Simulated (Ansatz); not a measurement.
# AsH2 radical: one structure at several levels

The task here is to estimate one member of a computed series from the others.

The runs use Ansatz 0.2.0, Gaussian basis; single points in def2-TZVPP.

Cores are frozen in the correlated methods. Filled d shells of the heavier atoms are correlated. Orbitals are unrestricted.

## Starting geometry

SMILES `[AsH2]`, 3 atoms, charge 0, spin multiplicity 2.

Atoms are counted from 1 here; the program's logs count them from 0.

Bond lengths: As1–H2 1.695 Å, As1–H3 1.627 Å. Angles: H2–As1–H3 80.0°.

Coordinates:

| atom | x (Å) | y (Å) | z (Å) |
| --- | --- | --- | --- |
| As1 | -0.6365 | 0.2448 | -0.4009 |
| H2 | 0.7412 | 0.6481 | 0.5005 |
| H3 | 0.0150 | -1.2335 | -0.2045 |

The first run:

File run/in.yaml:

```yaml
crystal:
  periodic: [false, false, false]
  atoms:
    - {symbol: As, position_ang: [-0.636500, 0.244800, -0.400900]}
    - {symbol: H, position_ang: [0.741200, 0.648100, 0.500500]}
    - {symbol: H, position_ang: [0.015000, -1.233500, -0.204500]}
basis:
  gaussian: {orbitals: def2-TZVPP}
magnetization: {spin_polarized: true, initial_magnetization: 1}
correlation: {method: ccsd_t}
scf: {omitted_lower_state_checks: [cluster_reference]}
output: {forces: true}
```

The command line of these runs was not kept.

Steps of the session up to this table: CCSD(T)/def2-TZVPP; PBE0-D4/def2-TZVPP; wB97M-V/def2-TZVPP; r2SCAN-D4/def2-TZVPP; PBE-D4/def2-TZVPP; BLYP-D4/def2-TZVPP; HSE06-D4/def2-TZVPP.

One of the session's tables, all rows but one given; the rest of the session is left out.

| method | RMS force component (eV/Å) | angle to CCSD(T) forces (°) | dipole (D) |
| --- | --- | --- | --- |
| CCSD(T) | 1.334 | reference | 0.10 |
| PBE0-D4 | 1.327 | 0.5 | 0.12 |
| wB97M-V | 1.403 | 0.3 | 0.20 |
| r2SCAN-D4 | ? | ? | ? |
| PBE-D4 | 1.135 | 1.9 | 0.15 |
| BLYP-D4 | 1.097 | 2.5 | 0.26 |
| HSE06-D4 | 1.322 | 0.5 | 0.12 |

Estimate the missing values for r2SCAN-D4.

The run gave: RMS force component (eV/Å): 1.317; angle to CCSD(T) forces (°): 0.4; dipole (D): 0.10. In the column «RMS force component (eV/Å)» it lies between PBE-D4 (1.135) and HSE06-D4 (1.322).
